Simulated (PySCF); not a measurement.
**[Er(H2O)6]3+: forces at shaken geometries**

Aim: move all atoms of relaxed [Er(H2O)6]3+ at random and read energies and forces. The species was built from a template and needn't be a known compound.

Method: r2SCAN, Er lcecp-1-SVP with ECP57, O def2-SVP, H def2-SVP; scalar-relativistic core potentials, no spin–orbit coupling; program: PySCF 2.14.0.

2 further runs of the same task are left out: 2 for a known fault of the program.

## 1. Starting geometry

19 atoms, charge 3, spin multiplicity 1.

Bond lengths: Er1–O2 2.326 Å, Er1–O5 2.326 Å, Er1–O8 2.327 Å, Er1–O11 2.326 Å, Er1–O14 2.327 Å, Er1–O17 2.326 Å, O2–H3 0.980 Å, O2–H4 0.980 Å, O5–H6 0.980 Å, O5–H7 0.980 Å, O8–H9 0.980 Å, O8–H10 0.980 Å, O11–H12 0.980 Å, O11–H13 0.980 Å, O14–H15 0.980 Å, O14–H16 0.980 Å, O17–H18 0.980 Å, O17–H19 0.980 Å. Angles: O2–Er1–O5 180.0°, O2–Er1–O8 90.0°, O2–Er1–O11 90.0°, O2–Er1–O14 90.0°, O2–Er1–O17 90.0°, O5–Er1–O8 90.0°, O5–Er1–O11 90.0°, O5–Er1–O14 90.0°, O5–Er1–O17 90.0°, O8–Er1–O11 90.0°, O8–Er1–O14 180.0°, O8–Er1–O17 90.0°, O11–Er1–O14 90.0°, O11–Er1–O17 180.0°, O14–Er1–O17 90.0°, Er1–O2–H3 128.1°, Er1–O2–H4 128.1°, H3–O2–H4 103.9° and more.

As a file:

```xyz
19
charge 3, multiplicity 1
Er    0.0000    0.0000    0.0000
O     0.0040    0.0003    2.3260
H     0.0039    0.7718    2.9299
H     0.0063   -0.7711    2.9301
O    -0.0040   -0.0003   -2.3260
H    -0.0089   -0.7717   -2.9299
H    -0.0012    0.7711   -2.9301
O     2.3268   -0.0040   -0.0040
H     2.9323    0.0004    0.7662
H     2.9296   -0.0106   -0.7764
O     0.0040    2.3262   -0.0003
H     0.7765    2.9290   -0.0076
H    -0.7663    2.9316    0.0070
O    -2.3268    0.0040    0.0040
H    -2.9296   -0.0003    0.7764
H    -2.9322    0.0105   -0.7662
O    -0.0040   -2.3262    0.0003
H    -0.7765   -2.9290   -0.0043
H     0.7663   -2.9316    0.0050
```

Formal oxidation states: Er +3. Each metal's 11 4f electrons lie in its core potential, so multiplicities, spins and levels count the valence alone. An earlier session relaxed this geometry at r2SCAN, Er lcecp-1-SVP with ECP57, O def2-SVP, H def2-SVP (singlet, point group Th).

Its energy there is -495.456902 Eh.

## 2. Atoms moved at random, σ = 0.15 Å

run.py (the lines that set the calculation)

```python
mol = gto.M(atom='''
Er    -0.19468    -0.08178    -0.10025
O      0.24932    -0.06655     2.47686
H      0.09087     0.92104     3.01392
H      0.08393    -0.80965     2.89286
O     -0.08673    -0.02066    -2.39659
H     -0.05458    -0.73852    -2.79388
H     -0.28214     0.76084    -2.98774
O      2.22009    -0.10122    -0.14618
H      3.01352     0.13454     0.90165
H      3.04104     0.16130    -0.77963
O     -0.05054     2.22208    -0.16221
H      0.60047     2.76087    -0.08338
H     -0.52192     2.97236     0.14898
O     -2.22217    -0.28740     0.14426
H     -2.98006     0.17651     0.67430
H     -3.14219     0.14946    -0.78409
O      0.15677    -2.41272     0.00732
H     -0.64112    -2.81239    -0.02796
H      0.72012    -2.92809     0.00175''',
    basis={'Er': 'lcecp-1-SVP', 'O': 'def2-SVP', 'H': 'def2-SVP'},
    ecp={'Er': 'lcecp-1-SVP'},
    charge=3, spin=0)
mf = dft.RKS(mol, xc='R2SCAN')
mf.grids.atom_grid = (50, 194)  # f atoms: unpruned, at least (60, 302)
mf = mf.density_fit()  # fitting sets: Er AutoAux, O def2-universal-JKFIT, H def2-universal-JKFIT
mf.conv_tol = 1e-08; mf.max_cycle = 55
mf.kernel(dm0)  # dm0: the density of the relaxed state
```

Run with:

```bash
OMP_NUM_THREADS=4 python run.py
```

Output:

```text
init E= -494.376070566036
  HOMO = -0.857473038719085  LUMO = -0.772662549382169  gap/eV = 2.30781
cycle= 1 E= -494.945021318455  delta_E= -0.569  |g|= 0.821  |ddm|= 1.41
  HOMO = -0.592509933004056  LUMO = -0.507309416791763  gap/eV = 2.31842
cycle= 2 E= -494.418087609173  delta_E= 0.527  |g|= 1.77  |ddm|= 1.68
  HOMO = -0.731345196211549  LUMO = -0.567565736705635  gap/eV = 4.45667
cycle= 3 E= -495.082837200258  delta_E= -0.665  |g|= 0.158  |ddm|=  1.2
  HOMO = -0.733746765796879  LUMO = -0.579429874559199  gap/eV = 4.19918
cycle= 4 E= -495.087527722887  delta_E= -0.00469  |g|= 0.0763  |ddm|= 0.16
  HOMO = -0.735619169101949  LUMO = -0.582834425615467  gap/eV = 4.15748
cycle= 5 E= -495.088527464932  delta_E= -0.001  |g|= 0.0185  |ddm|= 0.0587
  HOMO = -0.735698833850787  LUMO = -0.582817802807867  gap/eV = 4.16010
cycle= 6 E= -495.088586453569  delta_E= -5.9e-05  |g|= 0.00653  |ddm|= 0.0152
  HOMO = -0.735730809073805  LUMO = -0.582979996585966  gap/eV = 4.15656
cycle= 7 E= -495.088593973635  delta_E= -7.52e-06  |g|= 0.00169  |ddm|= 0.00477
  HOMO = -0.735897915732253  LUMO = -0.583063422439665  gap/eV = 4.15884
cycle= 8 E= -495.088594493715  delta_E= -5.2e-07  |g|= 0.000442  |ddm|= 0.00129
  HOMO = -0.735876102478475  LUMO = -0.583098664605114  gap/eV = 4.15729
cycle= 9 E= -495.088594520913  delta_E= -2.72e-08  |g|= 0.000261  |ddm|= 0.00044
  HOMO = -0.73590940127001  LUMO = -0.583097425431895  gap/eV = 4.15823
cycle= 10 E= -495.088594534246  delta_E= -1.33e-08  |g|= 5.03e-05  |ddm|= 0.000185
  HOMO = -0.735904525893289  LUMO = -0.583099831530209  gap/eV = 4.15803
cycle= 11 E= -495.088594534709  delta_E= -4.62e-10  |g|= 1.81e-05  |ddm|= 4.27e-05
  HOMO = -0.735906686546022  LUMO = -0.583099621177844  gap/eV = 4.15809
Extra cycle  E= -495.088594534606  delta_E= 1.03e-10  |g|= 2.99e-05  |ddm|= 2.98e-05
converged SCF energy = -495.088594534606
```

It took 15 s on 4 threads of Arm Neoverse V1, shared host.

Result: E = -495.088595 Eh (+10.022 eV from the relaxed state), HOMO -20.03 eV, LUMO -15.87 eV, Mulliken charge on Er1 +1.25 e, largest force component 18.537 eV/Å. 

```tsv
atom	Fx	Fy	Fz (eV/Å)
Er1	4.746	-0.273	0.828
O2	0.560	10.891	-4.341
H3	0.634	-4.868	-1.368
H4	-1.521	-6.013	4.823
O5	-1.122	12.330	6.804
H6	0.623	-11.305	-7.260
H7	0.401	-1.161	0.156
O8	5.761	2.335	2.811
H9	-3.606	-1.239	-3.976
H10	-2.776	-0.998	1.231
O11	-6.275	-5.649	-0.502
H12	10.109	4.751	-0.140
H13	-3.860	1.164	0.753
O14	-8.479	3.614	-2.706
H15	1.742	-1.457	0.703
H16	3.541	-2.170	2.256
O17	-13.139	18.537	0.150
H18	-4.504	-3.006	-0.094
H19	17.165	-15.483	-0.130
```

## 3. Atoms moved at random, σ = 0.06 Å

run.py (the lines that set the calculation)

```python
mol = gto.M(atom='''
Er     0.06687     0.02180     0.05469
O      0.09707    -0.04831     2.24260
H     -0.07820     0.76269     2.88444
H      0.16244    -0.92364     2.93926
O     -0.13990     0.04581    -2.30948
H      0.01253    -0.85999    -2.82127
H     -0.02964     0.73762    -3.07910
O      2.24001     0.03944    -0.07959
H      3.01465     0.09522     0.85841
H      2.99348    -0.02660    -0.88310
O     -0.05521     2.32013     0.04326
H      0.76688     2.87320    -0.10858
H     -0.86130     3.02572     0.03680
O     -2.35438     0.00112     0.02317
H     -2.92509     0.04009     0.78776
H     -2.90272    -0.00823    -0.73650
O      0.09836    -2.27840     0.09773
H     -0.81395    -2.85721     0.04812
H      0.70809    -2.96044     0.00139''',
    basis={'Er': 'lcecp-1-SVP', 'O': 'def2-SVP', 'H': 'def2-SVP'},
    ecp={'Er': 'lcecp-1-SVP'},
    charge=3, spin=0)
mf = dft.RKS(mol, xc='R2SCAN')
mf.grids.atom_grid = (50, 194)  # f atoms: unpruned, at least (60, 302)
mf = mf.density_fit()  # fitting sets: Er AutoAux, O def2-universal-JKFIT, H def2-universal-JKFIT
mf.conv_tol = 1e-08; mf.max_cycle = 55
mf.kernel(dm0)  # dm0: the density of the relaxed state
```

Run with:

```bash
OMP_NUM_THREADS=4 python run.py
```

Output:

```text
init E= -494.660248125328
  HOMO = -0.848795260514176  LUMO = -0.624336910729156  gap/eV = 6.10782
cycle= 1 E= -495.323981536323  delta_E= -0.664  |g|= 0.44  |ddm|= 0.712
  HOMO = -0.683791884885338  LUMO = -0.460513921663556  gap/eV = 6.07570
cycle= 2 E= -495.219878854643  delta_E= 0.104  |g|= 0.862  |ddm|= 0.817
  HOMO = -0.756949836478784  LUMO = -0.484106680125374  gap/eV = 7.42444
cycle= 3 E= -495.363922362138  delta_E= -0.144  |g|= 0.0586  |ddm|= 0.53
  HOMO = -0.76398115356394  LUMO = -0.487948397404247  gap/eV = 7.51123
cycle= 4 E= -495.364380028112  delta_E= -0.000458  |g|= 0.0357  |ddm|= 0.0588
  HOMO = -0.761869350272784  LUMO = -0.489414873139129  gap/eV = 7.41386
cycle= 5 E= -495.364615999806  delta_E= -0.000236  |g|= 0.00487  |ddm|= 0.0236
  HOMO = -0.762380983257513  LUMO = -0.489407517165828  gap/eV = 7.42799
cycle= 6 E= -495.36462027808  delta_E= -4.28e-06  |g|= 0.00168  |ddm|= 0.00479
  HOMO = -0.76247980561496  LUMO = -0.489538158096625  gap/eV = 7.42712
cycle= 7 E= -495.364620754073  delta_E= -4.76e-07  |g|= 0.000682  |ddm|= 0.00141
  HOMO = -0.762480207243275  LUMO = -0.489578656495502  gap/eV = 7.42603
cycle= 8 E= -495.364620837933  delta_E= -8.39e-08  |g|= 0.000142  |ddm|= 0.000503
  HOMO = -0.762485824848872  LUMO = -0.489575786975496  gap/eV = 7.42626
cycle= 9 E= -495.364620842338  delta_E= -4.4e-09  |g|= 3.99e-05  |ddm|= 0.000157
  HOMO = -0.762477917229639  LUMO = -0.489579309058415  gap/eV = 7.42595
Extra cycle  E= -495.364620841776  delta_E= 5.61e-10  |g|= 6.81e-05  |ddm|= 7.4e-05
converged SCF energy = -495.364620841776
```

Run time: 14 s. Hardware: 4 threads of Arm Neoverse V1, shared host.

Read off: E = -495.364621 Eh (+2.511 eV from the relaxed state), HOMO -20.75 eV, LUMO -13.32 eV, Mulliken charge on Er1 +1.25 e, largest force component 7.088 eV/Å. 

```tsv
atom	Fx	Fy	Fz (eV/Å)
Er1	-1.475	0.201	-1.300
O2	-0.303	-1.165	4.996
H3	0.493	-2.054	-1.359
H4	-0.237	3.294	-2.467
O5	1.058	-1.124	-2.867
H6	-0.551	2.393	1.169
H7	-0.404	-1.468	1.853
O8	7.088	0.042	1.257
H9	-3.282	-0.231	-3.885
H10	-2.691	0.241	2.630
O11	-1.337	2.575	-0.237
H12	-1.008	-0.313	0.218
H13	2.478	-2.077	0.026
O14	2.612	-0.049	1.003
H15	-0.852	0.013	0.739
H16	-1.422	0.003	-1.697
O17	-5.572	0.167	-0.057
H18	2.702	1.915	0.255
H19	2.705	-2.362	-0.279
```

## 4. Atoms moved at random, σ = 0.06 Å

run.py (the lines that set the calculation)

```python
mol = gto.M(atom='''
Er    -0.04140     0.06515    -0.01837
O      0.02267    -0.01470     2.31672
H      0.02772     0.85365     2.85052
H      0.04438    -0.81422     2.90490
O     -0.02069    -0.07707    -2.25315
H     -0.03570    -0.82198    -2.94030
H     -0.04400     0.83195    -2.97505
O      2.29285     0.09946    -0.04947
H      2.84248     0.00222     0.92734
H      2.87605     0.06976    -0.76977
O      0.08645     2.31129    -0.03254
H      0.84438     2.86206     0.01061
H     -0.68047     2.94958     0.04432
O     -2.45544     0.02244    -0.01661
H     -2.96138    -0.09990     0.74493
H     -2.93217    -0.02812    -0.82303
O      0.03445    -2.34722    -0.04464
H     -0.74128    -2.93606     0.05737
H      0.84109    -2.92829     0.06621''',
    basis={'Er': 'lcecp-1-SVP', 'O': 'def2-SVP', 'H': 'def2-SVP'},
    ecp={'Er': 'lcecp-1-SVP'},
    charge=3, spin=0)
mf = dft.RKS(mol, xc='R2SCAN')
mf.grids.atom_grid = (50, 194)  # f atoms: unpruned, at least (60, 302)
mf = mf.density_fit()  # fitting sets: Er AutoAux, O def2-universal-JKFIT, H def2-universal-JKFIT
mf.conv_tol = 1e-08; mf.max_cycle = 55
mf.kernel(dm0)  # dm0: the density of the relaxed state
```

Run with:

```bash
OMP_NUM_THREADS=4 python run.py
```

Output:

```text
init E= -495.127260807175
  HOMO = -0.810389418585042  LUMO = -0.549981051064963  gap/eV = 7.08607
cycle= 1 E= -495.387542893384  delta_E= -0.26  |g|= 0.242  |ddm|= 0.523
  HOMO = -0.732755925255941  LUMO = -0.486743211971361  gap/eV = 6.69435
cycle= 2 E= -495.366509350029  delta_E= 0.021  |g|= 0.418  |ddm|= 0.424
  HOMO = -0.768707827100425  LUMO = -0.491589246509457  gap/eV = 7.54078
cycle= 3 E= -495.39949397502  delta_E= -0.033  |g|= 0.0351  |ddm|= 0.265
  HOMO = -0.77050956235942  LUMO = -0.494871326112503  gap/eV = 7.50050
cycle= 4 E= -495.399710969989  delta_E= -0.000217  |g|= 0.013  |ddm|= 0.0324
  HOMO = -0.769820349195659  LUMO = -0.494810264743113  gap/eV = 7.48341
cycle= 5 E= -495.399740632961  delta_E= -2.97e-05  |g|= 0.00324  |ddm|= 0.00948
  HOMO = -0.770125545023797  LUMO = -0.494709106877347  gap/eV = 7.49446
cycle= 6 E= -495.399742631416  delta_E= -2e-06  |g|= 0.000548  |ddm|= 0.00257
  HOMO = -0.770181610095808  LUMO = -0.494790107074141  gap/eV = 7.49378
cycle= 7 E= -495.399742685668  delta_E= -5.43e-08  |g|= 0.000239  |ddm|= 0.000577
  HOMO = -0.770160830935256  LUMO = -0.494790860918627  gap/eV = 7.49320
cycle= 8 E= -495.399742695671  delta_E= -1e-08  |g|= 6.72e-05  |ddm|= 0.000185
  HOMO = -0.770162794309921  LUMO = -0.49478535750203  gap/eV = 7.49340
cycle= 9 E= -495.399742696556  delta_E= -8.85e-10  |g|= 1.01e-05  |ddm|= 5.75e-05
  HOMO = -0.770163375761576  LUMO = -0.494787965243552  gap/eV = 7.49335
Extra cycle  E= -495.399742696544  delta_E= 1.21e-11  |g|= 1.36e-05  |ddm|= 2.05e-05
converged SCF energy = -495.399742696544
```

Wall time 14 s (4 threads of Arm Neoverse V1, shared host).

Result: E = -495.399743 Eh (+1.555 eV from the relaxed state), HOMO -20.96 eV, LUMO -13.46 eV, Mulliken charge on Er1 +1.25 e, largest force component 6.217 eV/Å. 

```tsv
atom	Fx	Fy	Fz (eV/Å)
Er1	-0.081	-1.185	0.260
O2	0.040	1.068	0.250
H3	-0.016	-1.912	-0.289
H4	-0.040	0.937	0.065
O5	-0.222	2.892	-4.501
H6	0.054	0.793	1.076
H7	0.123	-3.585	2.896
O8	-0.846	-0.343	6.217
H9	-1.562	0.410	-4.192
H10	2.295	-0.120	-1.905
O11	-2.682	-0.218	0.174
H12	1.955	1.362	0.017
H13	0.650	-0.489	-0.143
O14	4.438	0.521	-0.805
H15	-2.339	-0.384	2.118
H16	-1.712	-0.151	-1.324
O17	0.678	0.118	0.403
H18	0.205	-0.149	-0.096
H19	-0.938	0.435	-0.221
```

## 5. The displacements side by side

| σ (Å) | energy rise (eV) | harmonic estimate −½ F·u (eV) | largest force component (eV/Å) |
| --- | --- | --- | --- |
| 0.15 | 10.022 | 9.818 | 18.54 |
| 0.06 | 2.511 | 2.282 | 7.09 |
| 0.06 | 1.555 | 1.413 | 6.22 |

Every displacement raises the energy. For a harmonic well the rise equals −½ F·u; the two differ by at most 9 % here (a move with σ = 0.06 Å), from anharmonicity, the grid and the small forces left at the relaxed point. These are double-zeta-type bases without diffuse functions. Spin–orbit coupling is left out.
